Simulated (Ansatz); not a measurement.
## CH7AlB2Si, SMILES [SiH3]B[B]1[CH2][AlH]1: a geometry optimisation

Run with the Ansatz DFT code, driven from Python.

`opt_ch7alb2si.py`:
```python
"""Minimum-energy structure of CH7AlB2Si."""

import argparse

import ansatz
from ase import Atoms
import numpy as np

parser = argparse.ArgumentParser(description="Minimum-energy structure of CH7AlB2Si.")
parser.add_argument("--basis-set", default="def2-SVP", help="basis")
parser.add_argument("--xc", required=True, help="exchange-correlation functional")
args = parser.parse_args()

atoms = Atoms(["Si", "B", "B", "C", "Al", "H", "H", "H", "H", "H", "H", "H"], positions=[
    (-2.3486, -0.228, 0.008),
    (-0.7597, -0.4371, -1.005),
    (0.6625, -0.0638, -0.3156),
    (1.6259, 0.4767, 0.951),
    (2.8357, 0.0669, -0.3698),
    (-2.5252, 1.2481, 0.3724),
    (-3.5165, -0.5755, -0.8319),
    (-2.3205, -0.9953, 1.2031),
    (-0.7873, -0.8315, -2.0672),
    (1.5145, -0.2221, 1.8463),
    (1.3716, 1.542, 1.1865),
    (4.3246, -0.0357, -0.9438),
])
system = ansatz.Crystal.molecule_from_ase(atoms)

base = (
    system.calculation()
    .basis(gaussian=args.basis_set)
    .functional(args.xc)
)
symbols = [site.symbol for site in system.cartesian_sites]
start = np.array([site.position_ang for site in system.cartesian_sites], dtype=float)
def progress(event):
    if event["event"] == "relax_step":
        row = event["data"]
        print(f"step {row['step']:3d}  E = {row['lagrangian_ev']:.6f} eV  max force {row['allowed_force_max_ev_ang']:.4f} eV/A")


rep = base.relax(force_tolerance=0.01).session().plan().execute(on_event=progress).report
end = np.array(rep["positions_ang"])

for key in ("converged", "free_energy_ev", "reference_energy_ev", "n_frozen", "n_occupied", "n_virtual"):
    print(f"{key:22s} {rep[key]}")

print("bond        before    after (A)")
for i, j in [(0, 1), (0, 5), (0, 6), (0, 7), (1, 2), (1, 8), (2, 3), (2, 4), (3, 4), (3, 9), (3, 10), (4, 11)]:
    d0, d1 = (np.linalg.norm(xyz[i] - xyz[j]) for xyz in (start, end))
    print(f"{symbols[i]}{i}-{symbols[j]}{j}".ljust(10), f"{d0:8.4f} {d1:8.4f}")

charges = rep["charge_distribution"]
print("dipole moment", round(4.803205 * float(np.linalg.norm(charges["dipole_moment_e_ang"])), 3), "D")
print("Mulliken:", [(s, round(q, 3)) for s, q in zip(symbols, charges["mulliken_charges_e"])])
```

```console
$ python opt_ch7alb2si.py --xc b3lyp
step   1  E = -16968.044762 eV  max force 2.5727 eV/A
step   2  E = -16969.078935 eV  max force 1.2650 eV/A
step   3  E = -16969.627895 eV  max force 0.4508 eV/A
step   4  E = -16969.816523 eV  max force 0.5509 eV/A
step   5  E = -16969.974856 eV  max force 0.5643 eV/A
step   6  E = -16970.094504 eV  max force 0.4271 eV/A
step   7  E = -16970.188165 eV  max force 0.3571 eV/A
step   8  E = -16970.260635 eV  max force 0.3834 eV/A
step   9  E = -16970.326428 eV  max force 0.3397 eV/A
step  10  E = -16970.366100 eV  max force 0.3924 eV/A
step  11  E = -16970.399794 eV  max force 0.1861 eV/A
step  12  E = -16970.411289 eV  max force 0.2030 eV/A
step  13  E = -16970.420042 eV  max force 0.1414 eV/A
step  14  E = -16970.428486 eV  max force 0.1413 eV/A
step  15  E = -16970.435686 eV  max force 0.1333 eV/A
step  16  E = -16970.445272 eV  max force 0.2017 eV/A
step  17  E = -16970.452344 eV  max force 0.2697 eV/A
step  18  E = -16970.473409 eV  max force 0.4003 eV/A
step  19  E = -16970.541149 eV  max force 0.5253 eV/A
step  20  E = -16970.671035 eV  max force 0.6988 eV/A
step  21  E = -16970.855496 eV  max force 0.7258 eV/A
step  22  E = -16970.957024 eV  max force 0.8723 eV/A
step  23  E = -16971.058236 eV  max force 0.8513 eV/A
step  24  E = -16971.133774 eV  max force 0.4757 eV/A
step  25  E = -16971.198251 eV  max force 0.2794 eV/A
step  26  E = -16971.246552 eV  max force 0.3579 eV/A
step  27  E = -16971.249674 eV  max force 0.7374 eV/A
step  28  E = -16971.281708 eV  max force 0.2545 eV/A
step  29  E = -16971.268789 eV  max force 0.3311 eV/A
step  30  E = -16971.291674 eV  max force 0.0806 eV/A
step  31  E = -16971.292893 eV  max force 0.0838 eV/A
step  32  E = -16971.293623 eV  max force 0.0310 eV/A
step  33  E = -16971.293773 eV  max force 0.0068 eV/A
converged              True
free_energy_ev         -16971.2940856639
reference_energy_ev    -16971.2940856639
n_frozen               0
n_occupied             [25, 25]
n_virtual              [88, 88]
bond        before    after (A)
Si0-B1       1.8959   1.9999
Si0-H5       1.5306   1.4981
Si0-H6       1.4799   1.4982
Si0-H7       1.4205   1.4969
B1-B2        1.6240   1.5865
B1-H8        1.1334   1.2727
B2-C3        1.6806   1.4669
B2-Al4       2.1778   2.0610
C3-Al4       1.8374   2.1822
C3-H9        1.1412   1.1019
C3-H10       1.1203   1.0986
Al4-H11      1.5990   1.5704
dipole moment 3.474 D
Mulliken: [('Si', 0.325), ('B', -0.228), ('B', -0.078), ('C', -0.153), ('Al', 0.439), ('H', -0.094), ('H', -0.104), ('H', -0.1), ('H', -0.043), ('H', 0.066), ('H', 0.071), ('H', -0.1)]
```

Notes:
- The settings weren't tested for convergence.
- The end point is the stationary point reached from this start; no frequency run checks that it is a minimum, and the basis set is modest.
- The bonding changed during the relaxation, so the end is another isomer than the start names.
- Timing: 2.3 min on 1 thread of Intel(R) Xeon(R) 6975P-C (Granite Rapids) (shared host), peak memory 0.33 GiB.

(A comment or docstring line of the script was reworded after the run, the code is as it ran; lines on the test bed's own set-up are left out of the output.)
